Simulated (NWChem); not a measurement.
**B3LYP/6-31G(d) (spherical functions) run of AlClF2 (SMILES [F][Al]([F])[Cl])**

What is the vertical singlet–triplet gap of AlClF2 at B3LYP/6-31G* (spherical functions)? 

The results are computed with NWChem 7.3.0.

5 further runs of the same task are left out: 1 that didn't finish, 4 set aside as unsound or not needed. Runs told in other sessions of the task aren't counted.

### Step 1. The structure to begin with

AlClF2 has 4 atoms, charge 0, and is taken as a singlet. SMILES: `[F][Al]([F])[Cl]`. Geometry: relaxed at PBE0-D4/def2-TZVP.

Bond lengths: F1–Al2 1.631 Å, Al2–F3 1.631 Å, Al2–Cl4 2.061 Å. Angles: F1–Al2–F3 119.0°, F1–Al2–Cl4 120.5°, F3–Al2–Cl4 120.5°.

### Step 2. Energy and forces at B3LYP/6-31G(d) (spherical functions)

The input, run.nw:

```
start run
title "AlClF2 B3LYP"
memory 2200 mb
charge 0
geometry noautosym nocenter noautoz
F     0.997200    0.721760    1.149640
Al    0.069280   -0.050750    0.053570
F     0.273490   -1.653820   -0.164660
Cl   -1.339980    0.982810   -1.038560
end
basis "ao basis" spherical bse
F library 6-31G*
Al library 6-31G*
Cl library 6-31G*
end
dft
xc b3lyp
grid xfine
convergence energy 1e-08
iterations 100
mulliken
end
task dft gradient
```

On the command line:

```
$ nwchem run.nw > run.out
```

Log (excerpt; [...] marks lines left out):

```text
[...]
          Wavefunction type:  closed shell.
          No. of atoms     :     4
          No. of electrons :    48
[...]
          Charge           :     0
          Spin multiplicity:     1
[...]
          AO basis - number of functions:    64
[...]
              XC Information
              --------------
                         B3LYP Method XC Potential
                     Hartree-Fock (Exact) Exchange  0.200
                        Slater Exchange Functional  0.800 local
                    Becke 1988 Exchange Functional  0.720 non-local
              Lee-Yang-Parr Correlation Functional  0.810
                  VWN I RPA Correlation Functional  0.190 local
[...]
 d= 0,ls=0.0,diis     1   -902.4223075895 -1.10D+03  2.19D-02  8.89D-01     0.8
[...]
 d= 0,ls=0.0,diis     8   -902.5180327329 -2.95D-09  2.43D-06  3.82D-08     5.2
         Total DFT energy =     -902.518032732931
      One electron energy =    -1647.361709130037
           Coulomb energy =      614.593343896851
    Exchange-Corr. energy =      -68.097617037267
 Nuclear repulsion energy =      198.347949537523
[...]
      Total Density - Mulliken Population Analysis
     ---------------------------------------------
    Atom       Charge   Shell Charges
 -----------   ------   -------------------------------------------------------
    1 F    9     9.44   2.00  0.92  3.31  1.05  2.15  0.01
    2 Al  13    11.91   2.00  2.00  5.97  0.57  0.89 -0.02  0.16  0.35
    3 F    9     9.44   2.00  0.92  3.31  1.05  2.15  0.01
    4 Cl  17    17.21   2.00  2.00  5.97  1.41  3.64  0.52  1.66  0.01
[...]
  wavefunction    = closed shell
                         DFT ENERGY GRADIENTS
    atom               coordinates                        gradient
                 x          y          z           x          y          z
   1 F       1.884435   1.363929   2.172505   -0.004355  -0.003552  -0.005118
   2 Al      0.130920  -0.095904   0.101233   -0.000084   0.000066  -0.000080
   3 F       0.516821  -3.125267  -0.311162   -0.000997   0.007475   0.000981
   4 Cl     -2.532195   1.857242  -1.962594    0.005435  -0.003988   0.004217
[...]
```

Wall time 8.1 s (1 thread of AMD EPYC 9B45 (Zen 5), shared host); peak memory 0.12 GiB.

### Step 3. The triplet: the energy at UB3LYP/6-31G(d) (spherical functions)

The input, run.py:

```python
from ase import Atoms
from ase.calculators.nwchem import NWChem

molecule = Atoms(['F', 'Al', 'F', 'Cl'], positions=[
    [0.997200, 0.721760, 1.149640],
    [0.069280, -0.050750, 0.053570],
    [0.273490, -1.653820, -0.164660],
    [-1.339980, 0.982810, -1.038560],
])

calc = NWChem(
    label='alclf2',
    theory='dft',
    memory='2200 mb',
    basis='6-31G*',
    basispar='spherical bse',
    dft={'xc': 'b3lyp', 'mult': '3', 'grid': 'xfine', 'convergence': 'energy 1e-08', 'iterations': '100', 'mulliken': None},
    task='energy',
)
molecule.calc = calc

e = molecule.get_potential_energy()
print(f"E = {e:.6f} eV")
```

On the command line:

```
$ export ASE_NWCHEM_COMMAND="nwchem PREFIX.nwi > PREFIX.nwo"
$ python run.py
```

Log:

```text
E = -24551.792812 eV
```

The calculator wrote alclf2.nwi:

```
title "alclf2"

permanent_dir alclf2

scratch_dir alclf2

start alclf2

geometry units angstrom nocenter noautosym noautoz
  F  9.9719999999999998e-01 7.2175999999999996e-01 1.1496400000000000e+00
  Al 6.9279999999999994e-02 -5.0750000000000003e-02 5.3570000000000000e-02
  F  2.7349000000000001e-01 -1.6538200000000001e+00 -1.6466000000000000e-01
  Cl -1.3399799999999999e+00 9.8280999999999996e-01 -1.0385599999999999e+00
end

memory 2200 mb

basis spherical bse noprint
   * library 6-31G*
end

dft
  xc b3lyp
  mult 3
  grid xfine
  convergence energy 1e-08
  iterations 100
  mulliken
end

task dft energy
```

alclf2.nwo (excerpt; [...] marks lines left out):

```text
[...]
          Wavefunction type:  spin polarized.
          No. of atoms     :     4
          No. of electrons :    48
[...]
          Charge           :     0
          Spin multiplicity:     3
[...]
          AO basis - number of functions:    64
[...]
              XC Information
              --------------
                         B3LYP Method XC Potential
                     Hartree-Fock (Exact) Exchange  0.200
                        Slater Exchange Functional  0.800 local
                    Becke 1988 Exchange Functional  0.720 non-local
              Lee-Yang-Parr Correlation Functional  0.810
                  VWN I RPA Correlation Functional  0.190 local
[...]
 d= 0,ls=0.0,diis     1   -902.0953485213 -1.10D+03  2.00D-02  3.06D-01     1.1
[...]
 d= 0,ls=0.5,diis    65   -902.2617513663 -9.41D-09  5.90D-07  4.35D-08    61.4
[...]
         Total DFT energy =     -902.261751373054
      One electron energy =    -1646.048266321527
           Coulomb energy =      613.418726316399
    Exchange-Corr. energy =      -67.980160905450
 Nuclear repulsion energy =      198.347949537523
[...]
      Total Density - Mulliken Population Analysis
     ---------------------------------------------
    Atom       Charge   Shell Charges
 -----------   ------   -------------------------------------------------------
    1 F    9     9.34   2.00  0.94  3.29  1.03  2.09  0.01
    2 Al  13    12.61   2.00  2.00  5.96  0.70  0.76  0.68  0.14  0.36
    3 F    9     9.34   2.00  0.94  3.29  1.03  2.09  0.01
    4 Cl  17    16.71   2.00  2.00  5.97  1.48  3.52  0.41  1.32  0.01
[...]
      <S2> =      2.0041 (Exact =     2.0000)
[...]
```

Wall time 63 s (1 thread of AMD EPYC 9B45 (Zen 5), shared host); peak memory 0.12 GiB.

### Step 4. What came out

Level: B3LYP/6-31G* (spherical functions).

```
                                        quantity          value
                           singlet: total energy  -902.51803 Eh
                          singlet: dipole moment         0.08 D
                            singlet: HOMO energy       -9.49 eV
                            singlet: LUMO energy       -1.58 eV
                          singlet: HOMO–LUMO gap        7.91 eV
               singlet: largest force on an atom     0.409 eV/Å
                           triplet: total energy  -902.26175 Eh
                          triplet: dipole moment         3.04 D
     triplet: HOMO energy (highest over α and β)       -3.26 eV
                                   triplet: ⟨S²⟩          2.004
vertical energy of the triplet above the singlet       6.974 eV
```

**Reading.** At this shape the triplet lies 6.97 eV (673 kJ/mol) above the singlet. The largest force (singlet) is 0.41 eV/Å: the shape isn't a stationary point for this species at this level. Mulliken charges (singlet) run from -0.44 on F1 to +1.09 on Al2. Mulliken charges (triplet) run from -0.34 on F1 to +0.39 on Al2; they depend strongly on the basis.
